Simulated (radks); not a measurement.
**Fractional charge and spin in the 2p shell of silicon**

One table from this session's results is given with a row withheld; the runs are named, their logs left out.

Method: scalar-relativistic Kohn-Sham, r2SCAN, spin-polarised, spherical densities, finite nucleus. Code: radks (a radial shooting solver on a logarithmic mesh, Libxc functionals) version 1.

### The atom as given

- element: silicon (Z = 14)
- configuration: [He] 2s2 3s(up 0.5, down 0.5) 2p(up 3, down 3)
- nuclear rms radius: 3.1224 fm

A shell typed twice in an input gives spin up, then spin down.

Set-up of the first run:

Settings of this run:

```text
Z 14
configuration [He] 2s2 3s0.5 3s0.5 2p3 2p3
relativity scalar-relativistic
functional r2scan,r2scan
spin polarised
nucleus finite rms 3.1224 fm
c 137.035999084
```

Among the steps run: 2p: up 3, down 3.

One table of the session follows, with a row left open; its other results are not shown here.

Sizes of the orbitals, from the radial functions (bohr):

| level | <r> | outermost maximum (interpolated) | 90 % within | nodes |
| --- | --- | --- | --- | --- |
| 1s | 0.1113 | 0.0726 | 0.199 | 0 |
| 2s | 0.5637 | 0.453 | 0.887 | 1 |
| 2p | 0.5330 | 0.388 | 0.893 | 0 |
| 3s | ? | ? | ? | ? |

Estimate the missing values for 3s.

As computed: <r>: 1.870; outermost maximum (interpolated): 1.65; 90 % within: 2.76; nodes: 2. In the column «<r>» it is the highest.
